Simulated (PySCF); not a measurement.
# C4H9FSSi2: electronic excitations

Wanted: the electronic excitations of C4H9FSSi2 (`CS[SiH2]C1=CC[Si@@H]1F`), by calculation.

Programs: PySCF 2.14.0, with density-fitted response routines of our own. Each step states its level of theory. These are calculated values for one molecule in the gas phase, unless marked as measured. Atoms are numbered from 0 throughout.

## (1) The molecule as given

17 atoms, charge 0, multiplicity 1; geometry from: GFN2-xTB.

Bonds of the start (Å): C0–S1 1.82, S1–Si2 2.15, Si2–C3 1.87, C3–C4 1.35, C4–C5 1.50, C5–Si6 1.92, Si6–F7 1.62, Si6–C3 1.90, C0–H8 1.08, C0–H9 1.08, C0–H10 1.09, Si2–H11 1.46, Si2–H12 1.46, C4–H13 1.08, C5–H14 1.09, C5–H15 1.09, Si6–H16 1.45.

## (2) TDDFT and polarisability: B3LYP/def2-SVPD

What the job is given:

```
{"job": {"kind": "uv", "xc": "B3LYP", "basis": "def2-SVPD", "nstates": 8, "ntriplets": 3}, "charge": 0, "multiplicity": 1}
C      2.696481     0.592190     0.808455
S      2.275341    -1.008609     1.567177
Si     0.841119    -1.722635     0.134242
C     -0.607319    -0.533591     0.084738
C     -1.581684    -0.443685    -0.838118
C     -2.502204     0.656627    -0.384702
Si    -1.359091     0.857813     1.146378
F     -0.542392     2.255251     1.150194
H      1.815074     1.223548     0.768234
H      3.452699     1.049818     1.436969
H      3.094543     0.427222    -0.188130
H      0.476104    -3.034768     0.648943
H      1.510402    -1.790417    -1.166235
H     -1.705918    -1.026334    -1.738026
H     -2.544540     1.491571    -1.083772
H     -3.524922     0.321568    -0.219632
H     -1.800692     0.696460     2.512837
```

Level: TDDFT B3LYP/def2-SVPD, vertical, gas phase, core orbitals frozen in the response.

Launch:

```
$ OMP_NUM_THREADS=1 python probes_run.py task.json out
```

One launch serves the whole session: the jobs run in the order shown.

What will the session give for the following? lowest singlet (B3LYP/def2-SVPD); brightest single state of those computed; lowest triplet; surface potential, 1st and 99th percentile. Wanted: lowest singlet; brightest single state of those computed; lowest triplet; surface potential, 1st and 99th percentile.

As calculated:

| quantity | value |
| --- | --- |
| lowest singlet (B3LYP/def2-SVPD) | 4.36 eV (284 nm), f = 0.001 |
| brightest single state of those computed | state 7, 6.11 eV, f = 0.094 |
| lowest triplet | 4.09 eV |
| surface potential, 1st and 99th percentile | -0.98 V and 1.38 V |

The lowest singlet, at 4.36 eV, is HOMO→LUMO 0.99 and is dark; of the 8 states computed, the strongest absorption comes from states 7 to 8 together at 6.11 eV (the last computed, so partners may be missing). The lowest triplet lies 0.27 eV below the lowest singlet (triplets in Tamm-Dancoff, singlets in full TDDFT). By nearest atom (B3LYP/def2-SVPD), the HOMO sits on S1 78 % and the LUMO on C4 32 %; C3 25 %.
